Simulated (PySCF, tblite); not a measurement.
# C₈H₁₇N: geometry, infrared bands and NMR shifts

Wanted: the infrared bands and NMR shifts of C₈H₁₇N (`C=CC[C@@H](C)[C@H](C)CN`), by calculation.

The runs use tblite 0.8.0 and PySCF 2.14.0, with density-fitted response routines of our own; the level of theory stands in each step. All values are computed, except where a source is named. Atoms count from 0, in the outputs and in this text.

## (1) Starting geometry

26 atoms, charge 0, multiplicity 1; geometry from: force field or distance geometry start.

Bonds of the start (Å): C0–C1 1.34, C1–C2 1.48, C2–C3 1.55, C3–C4 1.48, C3–C5 1.51, C5–C6 1.50, C5–C7 1.49, C7–N8 1.45, C0–H9 1.08, C0–H10 1.09, C1–H11 1.08, C2–H12 1.10, C2–H13 1.12, C3–H14 1.09, C4–H15 1.12, C4–H16 1.13, C4–H17 1.10, C5–H18 1.15, C6–H19 1.11, C6–H20 1.11, C6–H21 1.10, C7–H22 1.13, C7–H23 1.10, N8–H24 1.02, N8–H25 1.07.

## (2) Relaxing the molecule with GFN2-xTB

Job settings and geometry (Å):

```
{"job": {"kind": "relax", "xc": "GFN2-xTB", "basis": "xTB"}, "charge": 0, "multiplicity": 1}
C      3.712000     0.042100     0.459400
C      2.658000    -0.553300    -0.109900
C      1.378300    -0.580500     0.635500
C      0.342500     0.140800    -0.260200
C      0.292000    -0.656100    -1.510200
C     -0.979100     0.299400     0.458100
C     -1.620500    -0.996500     0.870300
C     -1.860400     1.163300    -0.384300
N     -3.163700     1.379300     0.217200
H      4.682000     0.104400    -0.001400
H      3.566100     0.503700     1.439900
H      2.810000    -1.013000    -1.072100
H      1.395500    -0.137700     1.642000
H      1.009700    -1.630700     0.719900
H      0.753200     1.136800    -0.452900
H      0.426100    -1.726400    -1.226600
H      1.198100    -0.328300    -2.109500
H     -0.586000    -0.492800    -2.144600
H     -0.828200     0.860400     1.447400
H     -2.541400    -0.790400     1.456200
H     -0.884900    -1.535000     1.510300
H     -1.871100    -1.625200     0.004400
H     -1.351400     2.168500    -0.470100
H     -1.965500     0.751300    -1.397600
H     -3.240600     1.114700     1.204000
H     -3.351600     2.423900     0.117700
```

Launch:

```sh
$ OMP_NUM_THREADS=1 python probes_run.py task.json out
```

This one command runs all jobs of the session in turn.

**Question.** This job is followed by: GFN2-xTB harmonic vibrations, gas phase; GIAO PBE0/pcSseg-1 NMR shielding, non-relativistic, gas phase. What will the session give for the following? strongest single infrared mode (GFN2-xTB); zero-point energy (GFN2-xTB); 13C shifts against TMS (PBE0/pcSseg-1); 1H shifts against TMS (PBE0/pcSseg-1, means over atoms taken as alike); 15N shifts against NH3 (PBE0/pcSseg-1).

The runs gave:

| quantity | value |
| --- | --- |
| strongest single infrared mode (GFN2-xTB) | 2804 cm⁻¹, 114 km/mol |
| zero-point energy (GFN2-xTB) | 147.8 kcal/mol |
| 13C shifts against TMS (PBE0/pcSseg-1) | 148.6, 121.6, 54.3, 48.0, 47.6, 45.1, 14.2, 12.3 ppm |
| 1H shifts against TMS (PBE0/pcSseg-1, means over atoms taken as alike) | 6.47, 5.38, 5.29, 3.12, 2.55, 2.21, 1.93, 1.24, 1.12, 1.09, 0.82, 0.49 ppm |
| 15N shifts against NH3 (PBE0/pcSseg-1) | 39.8 ppm |

What this shows: Over 110 steps the energy fell by 0.875 eV; of the close pairs, N8–H25 changed most, 1.066 to 1.014 Å. All 72 modes are real, so the xTB geometry is a minimum. The strongest single mode, at 2804 cm⁻¹, moves mainly H22. GFN2-xTB is a fitted tight-binding method: band positions and strengths are rough. Its intensities can rank the bands wrongly. The most deshielded carbon is C1 (alkene CH), at 148.6 ppm: an sp2 carbon of a C=C bond. The most deshielded hydrogen is H11 (hydrogen on an alkene CH), at 6.47 ppm: olefinic region. At PBE0/pcSseg-1: The largest span, 254 ppm, is at C1, where the paramagnetic term is -218 ppm.
